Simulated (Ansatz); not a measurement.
# GeH2S (SMILES [SH][GeH]): functionals against CCSD(T) at one geometry

The task here is to estimate one member of a computed series from the others.

Computed with Ansatz 0.2.0, Gaussian basis. Level: single points in def2-TZVPP.

Cores are frozen in the correlated methods. Filled d shells of the heavier atoms are correlated. B3LYP uses VWN-RPA correlation.

## Starting geometry

4 atoms, charge 0, spin multiplicity 1.

Atoms are counted from 1 here; the program's logs count them from 0.

Bond lengths: S1–Ge2 2.221 Å, S1–H3 1.303 Å, Ge2–H4 1.629 Å. Angles: Ge2–S1–H3 101.8°, S1–Ge2–H4 92.2°.

Coordinates:

```xyz
4

S    -0.4425   -1.1991    0.2411
Ge   -0.8890    0.7794   -0.6639
H     0.7751   -1.0258    0.6711
H     0.6058    1.3380   -0.3360
```

The first run:

Input file run/in.yaml:

```yaml
crystal:
  periodic: [false, false, false]
  atoms:
    - {symbol: S, position_ang: [-0.442500, -1.199100, 0.241100]}
    - {symbol: Ge, position_ang: [-0.889000, 0.779400, -0.663900]}
    - {symbol: H, position_ang: [0.775100, -1.025800, 0.671100]}
    - {symbol: H, position_ang: [0.605800, 1.338000, -0.336000]}
basis:
  gaussian: {orbitals: def2-TZVPP}
correlation: {method: ccsd_t}
output: {forces: true}
```

No record of the launch command was kept for these runs.

Steps of the session up to this table: CCSD(T)/def2-TZVPP; PBE0-D4/def2-TZVPP; wB97M-V/def2-TZVPP; r2SCAN-D4/def2-TZVPP; PBE-D4/def2-TZVPP; B3LYP-D4/def2-TZVPP; SPW92/def2-TZVPP.

One table of the session follows, with a row left open; its other results are not shown here.

```
   method  RMS force component (eV/Å)  angle to CCSD(T) forces (°)  dipole (D)
  CCSD(T)                       0.516                    reference        0.85
  PBE0-D4                       0.522                          7.9        0.87
  wB97M-V                       0.505                          4.2        0.89
r2SCAN-D4                           ?                            ?           ?
   PBE-D4                       0.604                         20.7        0.72
 B3LYP-D4                       0.515                         14.3        0.78
    SPW92                       0.635                         18.9        0.79
```

**Question.** Estimate the row for r2SCAN-D4.

As computed: RMS force component (eV/Å): 0.531; angle to CCSD(T) forces (°): 7.4; dipole (D): 0.81. In the column «RMS force component (eV/Å)» it lies between PBE0-D4 (0.522) and PBE-D4 (0.604).
